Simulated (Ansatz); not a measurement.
**CH₇AlGeSi: a ladder of functionals and wavefunction methods**

One table from this session's results is given with a row withheld; the runs are named, their logs left out.

The runs use Ansatz 0.2.0, Gaussian basis; functionals in def2-TZVPP, the program's frozen cores in correlated methods.

Plan: LDA (SPW92), PBE-D4, revPBE-D4, BLYP-D4, r2SCAN-D4, B97M-V, PBE0-D4, B3LYP-D4, r2SCANh-D4, r2SCAN0-D4, HSE06-D4, BHLYP-D4, CAM-B3LYP-D4, LC-ωPBE, ωB97X-V, ωB97M-V, B2PLYP, PBE-QIDH; CCSD(T)/def2-SVP; CCSD(T)/def2-TZVPP; MP2/def2-QZVPP; extrapolation to the limit; RPA on PBE.

### Structure used throughout

All runs share one geometry, relaxed beforehand with PBE0-D4 in a triple-zeta def2 set.

SMILES `[CH2]1[AlH][GeH2][SiH2]1`, 11 atoms, charge 0, spin multiplicity 1.

Atoms are counted from 1 here; the program's logs count them from 0.

Bond lengths: C1–Al2 1.969 Å, C1–Si4 1.889 Å, C1–H5 1.101 Å, C1–H6 1.091 Å, Al2–Ge3 2.475 Å, Al2–H7 1.589 Å, Ge3–Si4 2.406 Å, Ge3–H8 1.536 Å, Ge3–H9 1.542 Å, Si4–H10 1.492 Å, Si4–H11 1.490 Å. Angles: Al2–C1–Si4 96.7°, Al2–C1–H5 105.7°, Al2–C1–H6 121.3°, Si4–C1–H5 107.2°, Si4–C1–H6 117.1°, H5–C1–H6 107.5°, C1–Al2–Ge3 89.7°, C1–Al2–H7 129.7°, Ge3–Al2–H7 140.1°, Al2–Ge3–Si4 72.4°, Al2–Ge3–H8 126.1°, Al2–Ge3–H9 114.7°, Si4–Ge3–H8 119.3°, Si4–Ge3–H9 111.9°, H8–Ge3–H9 108.3°, C1–Si4–Ge3 93.7°, C1–Si4–H10 109.7°, C1–Si4–H11 115.6° and more.

Set-up of the first run:

Input file in.yaml:

```yaml
crystal:
  periodic: [false, false, false]
  atoms:
    - {symbol: C, position_ang: [-0.279461, 1.274506, -0.579519]}
    - {symbol: Al, position_ang: [1.234180, 0.926058, 0.631314]}
    - {symbol: Ge, position_ang: [0.295734, -1.308033, 1.137111]}
    - {symbol: Si, position_ang: [-0.729761, -0.532628, -0.896088]}
    - {symbol: H, position_ang: [-1.073892, 1.702328, 0.051867]}
    - {symbol: H, position_ang: [-0.170906, 1.919333, -1.452806]}
    - {symbol: H, position_ang: [2.545947, 1.784762, 0.890761]}
    - {symbol: H, position_ang: [1.066982, -2.636162, 1.129926]}
    - {symbol: H, position_ang: [-0.704743, -1.336358, 2.309975]}
    - {symbol: H, position_ang: [0.055051, -1.049771, -2.054564]}
    - {symbol: H, position_ang: [-2.173733, -0.801135, -1.147278]}
basis:
  gaussian: {orbitals: def2-TZVPP}
hamiltonian: {xc: lda}
output: {orbitals: {seedname: orbitals}}
```

Steps of the session up to this table: LDA; PBE-D4 (GGA); revPBE-D4 (GGA); BLYP-D4 (GGA); r2SCAN-D4 (meta-GGA); B97M-V (meta-GGA); PBE0-D4 (hybrid); B3LYP-D4 (hybrid); r2SCANh-D4 (hybrid); r2SCAN0-D4 (hybrid); HSE06-D4 (hybrid); BHLYP-D4 (hybrid); CAM-B3LYP-D4 (range-separated); LC-ωPBE (range-separated); ωB97X-V (range-separated); ωB97M-V (range-separated); B2PLYP (double hybrid); PBE-QIDH (double hybrid).

One of the session's tables, all rows but one given; the rest of the session is left out.

It belongs to the step «Frontier levels by functional». 

| functional | HOMO (eV) | LUMO (eV) | gap (eV) |
| --- | --- | --- | --- |
| LDA (SPW92) | -5.81 | -2.86 | 2.95 |
| PBE-D4 | -5.70 | -2.66 | 3.04 |
| revPBE-D4 | -5.65 | -2.56 | 3.09 |
| BLYP-D4 | -5.53 | -2.51 | 3.03 |
| r2SCAN-D4 | ? | ? | ? |
| B97M-V | -5.96 | -2.58 | 3.38 |
| PBE0-D4 | -6.63 | -1.91 | 4.72 |
| B3LYP-D4 | -6.44 | -2.08 | 4.36 |
| r2SCANh-D4 | -6.25 | -2.17 | 4.07 |
| r2SCAN0-D4 | -6.76 | -1.79 | 4.97 |
| HSE06-D4 | -6.25 | -2.28 | 3.97 |
| BHLYP-D4 | -7.44 | -1.09 | 6.34 |
| CAM-B3LYP-D4 | -7.78 | -0.92 | 6.86 |
| LC-ωPBE | -9.01 | 0.12 | 9.13 |
| ωB97X-V | -8.73 | 0.00 | 8.72 |
| ωB97M-V | -8.53 | -0.27 | 8.27 |

Q: Estimate the row for r2SCAN-D4 from the others.

Worked estimate for «HOMO (eV)». Against the share of exact exchange, r2SCANh-D4 (0.1, -6.25), r2SCAN0-D4 (0.25, -6.76) give a slope of -3.40 per unit share; at 0 the line stands at -5.91.

**Answer.** HOMO (eV): -5.90; LUMO (eV): -2.43; gap (eV): 3.47. In «HOMO (eV)» the line misses by -0.01.
